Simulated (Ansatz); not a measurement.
**CH3BFN: taking an electron away**

The task here is to estimate one member of a computed series from the others.

Program: Ansatz 0.2.0, Gaussian basis. Level of theory: unrestricted cation, the program's frozen cores in correlated methods. These are calculated values, not measurements.

Plan: UKS PBE-D4/def2-TZVPP; UKS r2SCAN-D4/def2-TZVPP; UKS PBE0-D4/def2-TZVPP; UKS B3LYP-D4/def2-TZVPP; UKS wB97X-V/def2-TZVPP; UKS wB97M-V/def2-TZVPP; UKS B2PLYP/def2-TZVPP; UHF-CCSD(T)/def2-TZVPP; UHF-MP2/def2-QZVPP; extrapolation to the limit; then −ε(HOMO) from the neutral's earlier runs with LDA (SPW92), PBE-D4, revPBE-D4, BLYP-D4, r2SCAN-D4, B97M-V, PBE0-D4, B3LYP-D4, r2SCANh-D4, r2SCAN0-D4, HSE06-D4, BHLYP-D4, CAM-B3LYP-D4, LC-ωPBE, ωB97X-V, ωB97M-V.

### The relaxed structure

An earlier PBE0-D4 in a triple-zeta def2 set relaxation fixed the geometry.

SMILES `FC1BN1`, 7 atoms, charge 0, spin multiplicity 1.

Atoms are counted from 1 here; the program's logs count them from 0.

Bond lengths: F1–C2 1.383 Å, C2–B3 1.547 Å, C2–N4 1.420 Å, C2–H5 1.087 Å, B3–N4 1.354 Å, B3–H6 1.181 Å, N4–H7 1.006 Å. Angles: F1–C2–B3 120.0°, F1–C2–N4 115.2°, F1–C2–H5 108.3°, B3–C2–N4 54.1°, B3–C2–H5 128.9°, N4–C2–H5 119.0°, C2–B3–N4 58.1°, C2–B3–H6 157.1°, N4–B3–H6 144.7°, C2–N4–B3 67.8°, C2–N4–H7 135.8°, B3–N4–H7 156.4°.

Set-up of the first run:

Contents of in.yaml:

```yaml
crystal:
  periodic: [false, false, false]
  atoms:
    - {symbol: F, position_ang: [-0.676964, -1.661841, -0.329824]}
    - {symbol: C, position_ang: [-0.613748, -0.284551, -0.220007]}
    - {symbol: B, position_ang: [0.260259, 0.363761, 0.879715]}
    - {symbol: N, position_ang: [0.676791, 0.277408, -0.405680]}
    - {symbol: H, position_ang: [-1.456619, 0.139780, -0.760249]}
    - {symbol: H, position_ang: [0.559229, 0.711176, 1.968612]}
    - {symbol: H, position_ang: [1.312251, 0.386265, -1.178268]}
basis:
  gaussian: {orbitals: def2-TZVPP}
total_charge: 1
magnetization: {spin_polarized: true, initial_magnetization: 1}
hamiltonian: {xc: pbe, dispersion: d4}
```

Run with:

```bash
$ ansatz run in.yaml --threads 2 --pin off --events-out ev --progress --plain --max-ram 4352MiB
```

Steps of the session up to this table: Cation, UKS PBE-D4/def2-TZVPP; Cation, UKS r2SCAN-D4/def2-TZVPP; Cation, UKS PBE0-D4/def2-TZVPP; Cation, UKS B3LYP-D4/def2-TZVPP; Cation, UKS wB97X-V/def2-TZVPP; Cation, UKS wB97M-V/def2-TZVPP; Cation, UKS B2PLYP (frozen core)/def2-TZVPP; Cation, UHF-CCSD(T)/def2-TZVPP; Cation, UHF-MP2/def2-QZVPP.

One of the session's tables, all rows but one given; the rest of the session is left out.

Orbital estimates, from the neutral's runs:

| functional | −ε(HOMO) (eV) |
| --- | --- |
| LDA (SPW92) | 6.64 |
| PBE-D4 | 6.50 |
| revPBE-D4 | ? |
| BLYP-D4 | 6.42 |
| r2SCAN-D4 | 6.77 |
| B97M-V | 6.88 |
| PBE0-D4 | 7.96 |
| B3LYP-D4 | 7.76 |
| r2SCANh-D4 | 7.32 |
| r2SCAN0-D4 | 8.14 |
| HSE06-D4 | 7.55 |
| BHLYP-D4 | 9.36 |
| CAM-B3LYP-D4 | 9.42 |
| LC-ωPBE | 10.75 |
| ωB97X-V | 10.39 |
| ωB97M-V | 10.28 |

Q: Estimate the row for revPBE-D4 from the others.

**Answer.** −ε(HOMO) (eV): 6.44. In the column «−ε(HOMO) (eV)» it lies between BLYP-D4 (6.42) and PBE-D4 (6.50).
